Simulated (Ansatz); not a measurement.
# ClGaH3: the cost of one run

All numbers below are computed with Ansatz 0.2.0 (UKS B3LYP-D4/def2-SVP).

## Step 1: The starting structure

Bond lengths: Ga1–H2 1.820 Å, Ga1–Cl3 2.240 Å, Ga1–H4 1.570 Å. Angles: H2–Ga1–Cl3 120.0°, H2–Ga1–H4 120.0°, Cl3–Ga1–H4 120.0°.

Structure file:

```xyz
5

Ga    0.0000    0.0000    0.0000
H     0.0000    0.0000    1.8200
Cl    1.9398    0.0000   -1.1200
H    -1.3596    0.0000   -0.7850
H     0.0000    0.0000    2.7800
```

## Step 2: Pulling towards end A

Springs on the bonds that form and break draw the guess towards this end; the thresholds are loose.

File input.yaml:

```yaml
crystal:
  periodic: [false, false, false]
  atoms:
    - { symbol: Ga, position_ang: [0.0, 0.0, 0.0] }
    - { symbol: H, position_ang: [0.0, 0.0, 1.82] }
    - { symbol: Cl, position_ang: [1.9398, 0.0, -1.12] }
    - { symbol: H, position_ang: [-1.3596, 0.0, -0.785] }
    - { symbol: H, position_ang: [0.0, 0.0, 2.78] }
magnetization:
  spin_polarized: true
  initial_magnetization: 1
basis:
  gaussian: { orbitals: def2-SVP }
hamiltonian:
  xc: b3lyp
  dispersion: d4
relax:
  f_tol: 0.15
  max_steps: 25
  restrain:
    - { distance: [1, 4], at: 1.86, k: 30.0 }
    - { distance: [0, 1], at: 1.57, k: 30.0 }
```

Launch:

```
ansatz run input.yaml --threads 1 --pin off --max-ram 2048MiB --backend cpu --events-out ev --progress --plain --runs-dir out
```

**Question.** How long does this run take on 1 thread of Intel Xeon 6975P-C (Granite Rapids), shared host, and how much memory does it need?

About 9 s, with a peak of 0.19 GiB.
